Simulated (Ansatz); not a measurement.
# Nb: further runs on the relaxed cell

The task here is to estimate one member of a computed series from the others.

The COD entry's cell or inner coordinates are ideal or old and differ from later refinements, so a difference from it is no clean test against experiment.

Program: Ansatz 0.2.0. Level of theory: DFT r2SCAN, scalar-relativistic, plane waves, PAW. These are calculated values, not measurements.

1 further run of the same task is left out (set aside as unsound or not needed).

## The starting structure

The structure is cubic, space group Im-3m (No. 229). The conventional cell has a = 3.305 Å, b = 3.305 Å, c = 3.305 Å, α = 90.00°, β = 90.00°, γ = 90.00°. Around Nb (site symmetry m-3m) lie 8 Nb at 2.86 Å.

Coordinates:

```
Nb
1.0
    -1.65228    1.65228    1.65228
     1.65228   -1.65228    1.65228
     1.65228    1.65228   -1.65228
Nb
1
Direct
  0.00000 0.00000 0.00000
```

This cell was relaxed beforehand with the same method: volume 18.04 Å³/atom, gap on the mesh none (metal).

The first run:

input.yaml reads:

```yaml
crystal:
  lattice:
    - [-1.652281852, 1.652281852, 1.652281852]
    - [1.652281852, -1.652281852, 1.652281852]
    - [1.652281852, 1.652281852, -1.652281852]
  atoms:
    - { symbol: Nb, position: [0.0, 0.0, 0.0] }
basis:
  ecutwfc: 500
kpoints:
  mp_grid: { grid: [18, 18, 18] }
  band_path:
    path:
      - [[0.0, 0.0, 0.0], [0.5, -0.5, 0.5], [0.0, 0.0, 0.5], [0.0, 0.0, 0.0], [0.25, 0.25, 0.25], [0.5, -0.5, 0.5]]
      - [[0.25, 0.25, 0.25], [0.0, 0.0, 0.5]]
    npoints: 14
hamiltonian:
  xc: r2scan
scf:
  occupations: { method: gaussian, width: 0.1 }
  n_extra_bands: 6
output:
  forces: true
  stress: true
  eigenvalues: true
  populations: true
  dos: { projected: true, de: 0.02, nscf_kmesh: { grid: [27, 27, 27] } }
  bader: true
  write_density: true
  write_potential: true
  elf: true
  volumetric_format: npy
```

Run with:

```console
ansatz run input.yaml --threads 1 --pin off --max-ram 2560MiB --backend cpu --events-out ev --progress --plain --runs-dir out
```

Among the steps run: Static run: bands, density of states and charges; The cell scaled to 0.97 of its volume; Point at V/V0 = 1.03; Point at V/V0 = 0.94; The cell scaled to 1.06 of its volume.

One table of the session follows, with a row left open; its other results are not shown here.

It belongs to the step «Fit of the equation of state». 

```
volume (Å³/atom)  energy above the lowest point (meV/atom)  pressure (GPa)
          16.961                                      38.0           11.91
          17.502                                         ?               ?
          18.043                                       0.0            0.00
          18.584                                       8.4           -4.91
          19.126                                      32.3           -9.23
```

**Question.** Estimate the row for volume (Å³/atom) = 17.502.

Worked estimate for «energy above the lowest point (meV/atom)». A straight line through the neighbours (16.961, 38.0) and (18.043, 0.0) gives 38.0 + (0.0 − 38.0) × (17.502 − 16.961) / (18.043 − 16.961) = 19.0; a parabola fitted to 3 rows on both sides gives 9.9.

As computed: energy above the lowest point (meV/atom): 9.1; pressure (GPa): 5.56. In «energy above the lowest point (meV/atom)» the line misses by +9.9 and the parabola by +0.8.
